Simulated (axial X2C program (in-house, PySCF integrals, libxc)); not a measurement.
# CsNa⁺: from the state search to constants

Aim: find the lowest determinant of CsNa⁺, scan the bond at several levels and fit the constants, once spin-free and once with spin–orbit coupling.

Computed with an in-house X2C program for linear molecules on PySCF integrals. Level: all-electron X2C, Cs dyall-cv3z, Na dyall-cv3z.

All values are calculated.

**1. Set-up**

File task.json:

```json
{
 "zs": [
  55,
  11
 ],
 "q": 1,
 "bas": [
  "dyall-cv3z",
  "dyall-cv3z"
 ],
 "levels": [
  "PBE0",
  "HF",
  "TPSS"
 ],
 "cc": true,
 "r0": 3.87,
 "thr": -1.0,
 "nmax": 90,
 "npts": 10,
 "nst": 2,
 "ntry": 6
}
```

Keys: zs atomic numbers; q charge; bas basis sets; levels methods (HF also brings MP2); cc coupled cluster on or off; r0 starting distance in Å; thr threshold in hartree for freezing inner shells (an s shell follows its p shell); nmax most natural virtual spinors; npts points asked for on the curve; nst determinants followed; ntry starts of the search.

Started as:

```sh
> python so2c.py task.json out
```

Spin-free means the one-electron spin-free X2C Hamiltonian; two-component (2c) means X2C with spin–orbit coupling and atomic mean-field two-electron Coulomb and Gaunt terms. Basis: Cs dyall-cv3z contracted to [15s15p9d4f1g], Na dyall-cv3z contracted to [9s8p5d2f]; Gaussian nuclei, density fitting. Masses: Cs 132.905 u, Na 22.990 u.

Notation: σ, π±, δ± give the projection m of an orbital's angular momentum (0, ±1, ±2), α and β its spin, Λ and M_S the sums; ω is the projection of a spinor's total angular momentum and Ω the sum. Logs are in hartree.

The results follow Hamiltonian by Hamiltonian and level by level.

**2. Search for the lowest determinant**

PBE0 moves the distance from 3.870 Å to 4.491 Å and compares determinants there.

Spin-free determinants:

| ΔE (eV) | state | open shells |
| --- | --- | --- |
| 0.00 | M_S = 1/2, Λ = 0 | beyond closed shells: σα |
| 2.29 | M_S = 1/2, Λ = 1 | beyond closed shells: π+α |
| 3.87 | M_S = 1/2, Λ = 2 | beyond closed shells: δ+α |

Two-component determinants:

```
ΔE (eV)    state                    open shells
   0.00  Ω = 1/2  excess of +ω over −ω: ω = 1/2
   2.30  Ω = 3/2  excess of +ω over −ω: ω = 3/2
   3.88  Ω = 5/2  excess of +ω over −ω: ω = 5/2
```

**3. PBE0, spin-free**

State followed: M_S = 1/2, Λ = 0 (beyond closed shells: σα). The scan is laid around 4.491 Å, a first estimate of the minimum, and this SCF restarts from the orbitals of the search.

The SCF at the reference distance of 4.491 Å:

```text
spin-free X2C-1e  PBE0
basis functions 214  fitting functions 1037  grid points 5092
iter        total energy     max residual
   1      -7948.092428700     4.45e-05
   2      -7948.092428704     3.50e-05
   3      -7948.092428709     1.84e-06
converged
one-electron -11004.74241985  Coulomb 3193.72279951  exact exchange -51.33348938  xc functional -157.02683015  nuclear repulsion 71.28751116
```

Along the bond, energies from the lowest point:

```
R (Å)  E (eV)  μ (D)  HOMO (eV)  LUMO (eV)  iterations
3.907  0.0705   2.72      -7.48      -5.19           9
4.087  0.0302   2.83      -7.38      -5.11           8
4.221  0.0122   2.89      -7.31      -5.04           8
4.356  0.0026   2.92      -7.23      -4.97           8
4.491  0.0000   2.94      -7.16      -4.91           3
4.648  0.0039   2.93      -7.07      -4.84           8
4.805  0.0133   2.90      -6.98      -4.77           8
5.008  0.0316   2.82      -6.87      -4.69           8
5.255  0.0598   2.68      -6.74      -4.62           8
5.614  0.1062   2.38      -6.55      -4.63           9
```

Dipoles are positive if Na is the positive end and refer to the centre of mass.

Outer orbitals at the reference distance:

| symmetry | occupied | ε (eV) | atomic character |
| --- | --- | --- | --- |
| σα | yes | -33.35 | 100% Cs s |
| σβ | yes | -33.32 | 100% Cs s |
| π-α | yes | -19.17 | 100% Cs p |
| π+α | yes | -19.17 | 100% Cs p |
| π+β | yes | -19.15 | 100% Cs p |
| π-β | yes | -19.15 | 100% Cs p |
| σα | yes | -19.14 | 100% Cs p |
| σβ | yes | -19.08 | 100% Cs p |
| σα | yes | -7.16 | 59% Na s, 16% Cs s, 11% Cs p |
| σβ | no | -4.91 | 43% Cs s, 42% Na s, 6% Na p |
| σα | no | -4.45 | 57% Cs s, 18% Na p, 15% Na s |
| σβ | no | -3.95 | 39% Cs s, 28% Na s, 16% Cs p |
| π-α | no | -3.77 | 49% Na p, 31% Cs d, 16% Cs p |

PBE0 fields in the half plane through the axis: z from -2.4 to 6.6 Å across, distance from the axis 0.15 to 2.25 Å upwards; Cs lies at z = 0 and Na at z = 4.491 Å; the ELF is damped to zero where the density is low.

log10 density (e/bohr³). Ten even steps from '0' (-4.82 ) to '9' (1.84 ):
```
0001112222222222222222222211110
0011223333322222222222222221111
0112333444333222233333332222111
1123344444443333333333333322211
1223445555544333333333444332221
1234455666554433333344555433221
2234556777655433333345676543221
2234566898665433333446787643221
```

ELF. Ten even steps from '0' (0.00 ) to '9' (0.99 ):
```
0000000000000014788998875310000
0000011221000026899999987642000
0000134555310026999998654443200
0001457777641016999984100113310
0013678888873116999830000001220
0025787434786215999501354100121
0136873474377315999204888510021
0147862777267414998117818720022
```

Re = 4.483 Å, ωe = 65.3 cm⁻¹, ωexe = 0.301 cm⁻¹, Be = 0.04279 cm⁻¹, De = 0.406 eV, μ = 2.94 D.

**4. HF, spin-free**

The SCF at the reference distance of 4.491 Å:

```text
spin-free X2C-1e  HF
basis functions 214  fitting functions 1037  grid points 5092
iter        total energy     max residual
   1      -7945.066066697     4.09e-01
   2      -7945.084911982     6.43e-03
   3      -7945.085252555     6.61e-03
   4      -7945.085297187     1.35e-03
   5      -7945.085302043     3.64e-04
   6      -7945.085302396     8.53e-05
   7      -7945.085302424     1.40e-05
   8      -7945.085302430     1.63e-05
   9      -7945.085302431     5.53e-06
  10      -7945.085302432     1.30e-06
converged
one-electron -11003.47894637  Coulomb 3192.50828308  exact exchange -205.40215030  xc functional 0.00000000  nuclear repulsion 71.28751116
```

Re = 4.753 Å, ωe = 60.8 cm⁻¹, ωexe = 0.291 cm⁻¹, Be = 0.03807 cm⁻¹, De = 0.318 eV, μ = 2.49 D.

**5. TPSS, spin-free**

The SCF at the reference distance of 4.491 Å:

```text
spin-free X2C-1e  TPSS
basis functions 214  fitting functions 1037  grid points 5092
iter        total energy     max residual
   1      -7948.219754732     2.01e-01
   2      -7948.220967925     4.55e-03
   3      -7948.221014484     1.31e-02
   4      -7948.221039166     4.56e-04
   5      -7948.221039388     7.61e-05
   6      -7948.221039417     1.07e-04
   7      -7948.221039430     3.65e-05
   8      -7948.221039431     9.89e-06
converged
one-electron -11004.18698537  Coulomb 3193.14393745  exact exchange 0.00000000  xc functional -208.46550267  nuclear repulsion 71.28751116
```

Re = 4.515 Å, ωe = 65.4 cm⁻¹, ωexe = 0.271 cm⁻¹, Be = 0.04219 cm⁻¹, De = 0.432 eV, μ = 3.26 D.

**6. MP2 and beyond, spin-free**

Correlated methods: 9 electrons correlated (frozen shells, counted by type: Cs 4 s, 3 p, 2 d; Na 2 s, 1 p), 319 virtual spinors in MP2, 77 natural virtuals in coupled cluster.

Output of the correlated part at 4.491 Å:

```text
correlated 9  virtual 319  natural virtual 77  E(MP2) -0.158792649  MP2 remainder -0.002145499
iter   CCSD correlation   residual
   1     -0.168940953   5.94e-02
   2     -0.172015794   1.50e-02
   3     -0.172081635   3.17e-03
   4     -0.172086017   1.21e-03
   5     -0.172084378   3.87e-04
   6     -0.172084934   8.02e-05
   7     -0.172085118   1.52e-05
   8     -0.172085043   3.53e-06
   9     -0.172085044   8.23e-07
(T) -0.005151423  T1 0.0084  D1 0.0240  max T2 0.048
```

T1 in the output is the amplitude norm over the root of the electron number; divide by √2 for the Lee–Taylor value.

MP2: Re = 4.565 Å, ωe = 67.4 cm⁻¹, Be = 0.04128 cm⁻¹, De = 0.402 eV.

CCSD: Re = 4.560 Å, ωe = 67.6 cm⁻¹, ωexe = 0.267 cm⁻¹, Be = 0.04136 cm⁻¹, De = 0.398 eV. T1 at Re = 0.006 (Lee–Taylor, the printed value over √2).

CCSD(T): Re = 4.548 Å, ωe = 68.0 cm⁻¹, ωexe = 0.266 cm⁻¹, Be = 0.04158 cm⁻¹, De = 0.407 eV. T1 at Re = 0.006 (Lee–Taylor, the printed value over √2).

**7. A higher determinant, spin-free**

State: M_S = 1/2, Λ = 1 (beyond closed shells: π+α).

Output at the reference distance:

```text
spin-free X2C-1e  PBE0
basis functions 214  fitting functions 1037  grid points 5092
iter        total energy     max residual
   1      -7948.008109123     2.79e-05
   2      -7948.008109139     1.29e-05
   3      -7948.008109143     9.04e-06
converged
one-electron -11003.85954672  Coulomb 3192.89264255  exact exchange -51.32559454  xc functional -157.00312159  nuclear repulsion 71.28751116
```

```
R (Å)  E above the lowest PBE0 point (eV)
3.907                               2.330
4.087                               2.312
4.221                               2.303
4.356                               2.297
4.491                               2.294
4.648                               2.294
4.805                               2.296
5.008                               2.302
5.255                               2.313
```

Re = 4.589 Å, ωe = 39.5 cm⁻¹, Be = 0.04083 cm⁻¹, μ = 4.23 D. Te = 2.29 eV.

**8. The spin-free curves together**

Energy (eV) of the followed determinant, spin-free, from each level's lowest point:

```
R (Å)   PBE0     HF    MP2   CCSD  CCSD(T)   TPSS
3.907  0.071  0.151  0.099    n/a      n/a  0.079
4.087  0.030  0.085  0.047  0.046    0.045  0.036
4.221  0.012  0.050  0.022  0.022    0.021  0.016
4.356  0.003  0.026  0.007  0.007    0.006  0.004
4.491  0.000  0.010  0.000  0.000    0.000  0.000
4.648  0.004  0.001  0.000  0.000    0.001  0.003
4.805  0.013  0.000  0.007  0.008    0.009  0.011
5.008  0.032  0.007  0.025  0.025    0.027  0.029
5.255  0.060  0.025  0.053    n/a      n/a  0.057
5.614  0.106  0.061  0.103    n/a      n/a  0.103
```

**9. PBE0, 2c**

State followed: Ω = 1/2 (excess of +ω over −ω: ω = 1/2). The scan is laid around 4.491 Å, a first estimate of the minimum, and this SCF restarts from the orbitals of the search.

Output at 4.491 Å:

```text
two-component X2C + atomic mean field  PBE0
basis functions 214  fitting functions 1037  grid points 5092
iter        total energy     max residual
   1      -7944.868482887     5.06e-05
   2      -7944.868482889     3.29e-05
   3      -7944.868482889     1.36e-06
converged
one-electron -10994.84314506  Coulomb 3191.88208423  exact exchange -51.30303199  xc functional -156.94105931  nuclear repulsion 71.28751116  atomic mean-field constant -4.95084192
```

Along the bond, energies from the lowest point:

```
R (Å)  E (eV)  μ (D)  HOMO (eV)  LUMO (eV)  iterations
3.907  0.0701   2.73      -7.48      -5.20           9
4.087  0.0299   2.84      -7.38      -5.11           8
4.221  0.0120   2.90      -7.31      -5.05           8
4.356  0.0026   2.93      -7.23      -4.98           8
4.491  0.0000   2.95      -7.16      -4.91           3
4.648  0.0039   2.94      -7.07      -4.84           8
4.805  0.0135   2.91      -6.98      -4.77           8
5.008  0.0319   2.83      -6.87      -4.69           8
5.255  0.0602   2.69      -6.74      -4.62           8
5.614  0.1067   2.39      -6.55      -4.63           9
```

Dipoles are positive if Na is the positive end and refer to the centre of mass.

Outer spinors at the reference distance:

```json
{"ω": "1/2", "occupied": "yes", "ε (eV)": "-33.35", "atomic character": "100% Cs s", "λ mixture": "100% σ"}
{"ω": "-1/2", "occupied": "yes", "ε (eV)": "-33.33", "atomic character": "100% Cs s", "λ mixture": "100% σ"}
{"ω": "1/2", "occupied": "yes", "ε (eV)": "-20.27", "atomic character": "100% Cs p", "λ mixture": "67% π, 33% σ"}
{"ω": "-1/2", "occupied": "yes", "ε (eV)": "-20.26", "atomic character": "100% Cs p", "λ mixture": "69% π, 31% σ"}
{"ω": "3/2", "occupied": "yes", "ε (eV)": "-18.63", "atomic character": "100% Cs p", "λ mixture": "100% π"}
{"ω": "-3/2", "occupied": "yes", "ε (eV)": "-18.61", "atomic character": "100% Cs p", "λ mixture": "100% π"}
{"ω": "1/2", "occupied": "yes", "ε (eV)": "-18.61", "atomic character": "100% Cs p", "λ mixture": "67% σ, 33% π"}
{"ω": "-1/2", "occupied": "yes", "ε (eV)": "-18.57", "atomic character": "100% Cs p", "λ mixture": "69% σ, 31% π"}
{"ω": "1/2", "occupied": "yes", "ε (eV)": "-7.16", "atomic character": "59% Na s, 16% Cs s, 11% Cs p", "λ mixture": "100% σ"}
{"ω": "-1/2", "occupied": "no", "ε (eV)": "-4.91", "atomic character": "43% Cs s, 41% Na s, 6% Na p", "λ mixture": "100% σ"}
{"ω": "1/2", "occupied": "no", "ε (eV)": "-4.46", "atomic character": "57% Cs s, 18% Na p, 15% Na s", "λ mixture": "100% σ"}
{"ω": "-1/2", "occupied": "no", "ε (eV)": "-3.96", "atomic character": "39% Cs s, 28% Na s, 16% Cs p", "λ mixture": "100% σ"}
{"ω": "-1/2", "occupied": "no", "ε (eV)": "-3.78", "atomic character": "48% Na p, 31% Cs d, 17% Cs p", "λ mixture": "100% π"}
```

PBE0 fields in the half plane through the axis: z from -2.4 to 6.6 Å across, distance from the axis 0.15 to 2.25 Å upwards; Cs lies at z = 0 and Na at z = 4.491 Å; the ELF is damped to zero where the density is low.

log10 density (e/bohr³). Ten even steps from '0' (-4.81 ) to '9' (1.84 ):
```
0001112222222222222222222211110
0011223333322222222222222221111
0112333444333222233333332222111
1123344444443333333333333322211
1223445555544333333333444332221
1234455666554433333344555433221
2234556777655433333345676543221
2234566898665433333446787643221
```

ELF. Ten even steps from '0' (0.00 ) to '9' (0.99 ):
```
0000000000000014788998875310000
0000011221000026899999987642000
0000134555310026999998654443200
0001457777641016999984100113310
0013678888873116999830000001220
0025787434786215999501354100121
0136873474377315999204888510021
0147862777267414998117818720022
```

Re = 4.481 Å, ωe = 65.4 cm⁻¹, ωexe = 0.302 cm⁻¹, Be = 0.04283 cm⁻¹, De = 0.407 eV, μ = 2.95 D.

**10. HF, 2c**

The SCF at the reference distance of 4.491 Å:

```text
two-component X2C + atomic mean field  HF
basis functions 214  fitting functions 1037  grid points 5092
iter        total energy     max residual
   1      -7941.836519543     4.51e-01
   2      -7941.855382447     6.42e-03
   3      -7941.855725573     7.29e-03
   4      -7941.855770506     1.36e-03
   5      -7941.855775404     4.01e-04
   6      -7941.855775763     9.56e-05
   7      -7941.855775791     1.31e-05
   8      -7941.855775798     1.83e-05
   9      -7941.855775799     6.27e-06
  10      -7941.855775799     1.42e-06
converged
one-electron -10993.58113492  Coulomb 3190.66900454  exact exchange -205.28031465  xc functional 0.00000000  nuclear repulsion 71.28751116  atomic mean-field constant -4.95084192
```

Re = 4.752 Å, ωe = 60.9 cm⁻¹, ωexe = 0.291 cm⁻¹, Be = 0.03809 cm⁻¹, De = 0.319 eV, μ = 2.50 D.

**11. TPSS, 2c**

Output at 4.491 Å:

```text
two-component X2C + atomic mean field  TPSS
basis functions 214  fitting functions 1037  grid points 5092
iter        total energy     max residual
   1      -7944.992036636     2.01e-01
   2      -7944.993260058     4.56e-03
   3      -7944.993306639     1.31e-02
   4      -7944.993331511     4.50e-04
   5      -7944.993331731     7.68e-05
   6      -7944.993331760     1.05e-04
   7      -7944.993331773     3.65e-05
   8      -7944.993331774     9.77e-06
converged
one-electron -10994.28657215  Coulomb 3191.30207933  exact exchange 0.00000000  xc functional -208.34550819  nuclear repulsion 71.28751116  atomic mean-field constant -4.95084192
```

Re = 4.513 Å, ωe = 65.5 cm⁻¹, ωexe = 0.271 cm⁻¹, Be = 0.04222 cm⁻¹, De = 0.433 eV, μ = 3.27 D.

**12. Correlated methods, 2c**

Correlated methods: 9 electrons correlated (frozen shells, counted by type: Cs 4 s, 3 p, 2 d; Na 2 s, 1 p), 319 virtual spinors in MP2, 77 natural virtuals in coupled cluster.

Output of the correlated part at 4.491 Å:

```text
correlated 9  virtual 319  natural virtual 77  E(MP2) -0.158233137  MP2 remainder -0.002143863
iter   CCSD correlation   residual
   1     -0.168348331   5.93e-02
   2     -0.171408538   1.50e-02
   3     -0.171473868   3.17e-03
   4     -0.171478062   1.21e-03
   5     -0.171476442   3.86e-04
   6     -0.171476999   8.03e-05
   7     -0.171477182   1.53e-05
   8     -0.171477107   3.55e-06
   9     -0.171477108   8.25e-07
(T) -0.005094720  T1 0.0084  D1 0.0241  max T2 0.049
```

MP2: Re = 4.563 Å, ωe = 67.5 cm⁻¹, Be = 0.0413 cm⁻¹, De = 0.403 eV.

CCSD: Re = 4.559 Å, ωe = 67.6 cm⁻¹, ωexe = 0.267 cm⁻¹, Be = 0.04139 cm⁻¹, De = 0.399 eV. T1 at Re = 0.006 (Lee–Taylor, the printed value over √2).

CCSD(T): Re = 4.547 Å, ωe = 68.0 cm⁻¹, ωexe = 0.265 cm⁻¹, Be = 0.04161 cm⁻¹, De = 0.408 eV. T1 at Re = 0.006 (Lee–Taylor, the printed value over √2).

**13. A higher determinant, 2c**

State: Ω = 3/2 (excess of +ω over −ω: ω = 3/2).

Output at the reference distance:

```text
two-component X2C + atomic mean field  PBE0
basis functions 214  fitting functions 1037  grid points 5092
iter        total energy     max residual
   1      -7944.783883741     3.31e-05
   2      -7944.783883745     9.55e-06
converged
one-electron -10993.94677372  Coulomb 3191.03882131  exact exchange -51.29517097  xc functional -156.91742959  nuclear repulsion 71.28751116  atomic mean-field constant -4.95084192
```

```
R (Å)  E above the lowest PBE0 point (eV)
3.907                               2.339
4.087                               2.321
4.221                               2.311
4.356                               2.305
4.491                               2.302
4.648                               2.301
4.805                               2.303
5.008                               2.309
5.255                               2.319
```

Re = 4.611 Å, ωe = 39.2 cm⁻¹, Be = 0.04045 cm⁻¹, μ = 4.19 D. Te = 2.30 eV.

**14. The 2c curves together**

Energy (eV) of the followed determinant, 2c, from each level's lowest point:

```
R (Å)   PBE0     HF    MP2   CCSD  CCSD(T)   TPSS
3.907  0.070  0.150  0.099    n/a      n/a  0.079
4.087  0.030  0.085  0.047  0.046    0.044  0.035
4.221  0.012  0.050  0.022  0.022    0.020  0.015
4.356  0.003  0.026  0.007  0.007    0.006  0.004
4.491  0.000  0.010  0.000  0.000    0.000  0.000
4.648  0.004  0.001  0.000  0.000    0.001  0.003
4.805  0.013  0.000  0.008  0.008    0.009  0.011
5.008  0.032  0.007  0.025  0.025    0.027  0.029
5.255  0.060  0.025  0.054    n/a      n/a  0.057
5.614  0.107  0.061  0.103    n/a      n/a  0.104
```

The whole job took 97 s on 1 thread of INTEL XEON PLATINUM 8581C at 2.30GHz (Emerald Rapids), shared host; peak memory 0.54 GiB.

**15. Constants**

Lowest determinant that the search found at its distance, spin-free: M_S = 1/2, Λ = 0 (beyond closed shells: σα).

Lowest determinant that the search found at its distance, 2c: Ω = 1/2 (excess of +ω over −ω: ω = 1/2).

```json
{"Hamiltonian": "spin-free", "level": "PBE0", "Re (Å)": "4.483", "ωe (cm⁻¹)": "65.3", "De (eV)": "0.406", "μ (D)": "2.94"}
{"Hamiltonian": "spin-free", "level": "HF", "Re (Å)": "4.753", "ωe (cm⁻¹)": "60.8", "De (eV)": "0.318", "μ (D)": "2.49"}
{"Hamiltonian": "spin-free", "level": "MP2", "Re (Å)": "4.565", "ωe (cm⁻¹)": "67.4", "De (eV)": "0.402", "μ (D)": "n/a"}
{"Hamiltonian": "spin-free", "level": "CCSD", "Re (Å)": "4.560", "ωe (cm⁻¹)": "67.6", "De (eV)": "0.398", "μ (D)": "n/a"}
{"Hamiltonian": "spin-free", "level": "CCSD(T)", "Re (Å)": "4.548", "ωe (cm⁻¹)": "68.0", "De (eV)": "0.407", "μ (D)": "n/a"}
{"Hamiltonian": "spin-free", "level": "TPSS", "Re (Å)": "4.515", "ωe (cm⁻¹)": "65.4", "De (eV)": "0.432", "μ (D)": "3.26"}
{"Hamiltonian": "2c", "level": "PBE0", "Re (Å)": "4.481", "ωe (cm⁻¹)": "65.4", "De (eV)": "0.407", "μ (D)": "2.95"}
{"Hamiltonian": "2c", "level": "HF", "Re (Å)": "4.752", "ωe (cm⁻¹)": "60.9", "De (eV)": "0.319", "μ (D)": "2.50"}
{"Hamiltonian": "2c", "level": "MP2", "Re (Å)": "4.563", "ωe (cm⁻¹)": "67.5", "De (eV)": "0.403", "μ (D)": "n/a"}
{"Hamiltonian": "2c", "level": "CCSD", "Re (Å)": "4.559", "ωe (cm⁻¹)": "67.6", "De (eV)": "0.399", "μ (D)": "n/a"}
{"Hamiltonian": "2c", "level": "CCSD(T)", "Re (Å)": "4.547", "ωe (cm⁻¹)": "68.0", "De (eV)": "0.408", "μ (D)": "n/a"}
{"Hamiltonian": "2c", "level": "TPSS", "Re (Å)": "4.513", "ωe (cm⁻¹)": "65.5", "De (eV)": "0.433", "μ (D)": "3.27"}
```

Dipoles are positive if Na is the positive end and refer to the centre of mass.

Time per point (s) on 1 thread of INTEL XEON PLATINUM 8581C at 2.30GHz (Emerald Rapids), shared host (2c runs; CCSD comes with the CCSD(T) run); the times are rough: PBE0 0.65, HF 0.42, MP2 0.59, CCSD(T) 1.9, TPSS 0.77.

**Reading.** At CCSD(T), going from spin-free to two-component changes Re by -1 mÅ, ωe by +0.1 %, which is small (part of it comes from the scalar share of the two-electron terms). De moves by 0.00 eV; both De rest on single-determinant atoms, which can miss part of an open shell's spin–orbit lowering.

De refers to Cs+ + Na, each in the lowest determinant found, which need not be this curve's own limit. The state is a single determinant with fixed occupations, the lowest that a limited PBE0 search found. Dissociation energies refer to the lowest single-determinant-based atoms at the same level and basis. Density functionals use the spin component along the axis (collinear). Coupled cluster ran in a truncated set of natural virtual spinors; the MP2 energy of the rest was added. The meta-GGAs lack a current-density term, which matters for open shells with orbital currents, atoms included. With the outer-core shells frozen, correlated bond lengths of heavy atoms tend to come out a few hundredths of an ångström too long.
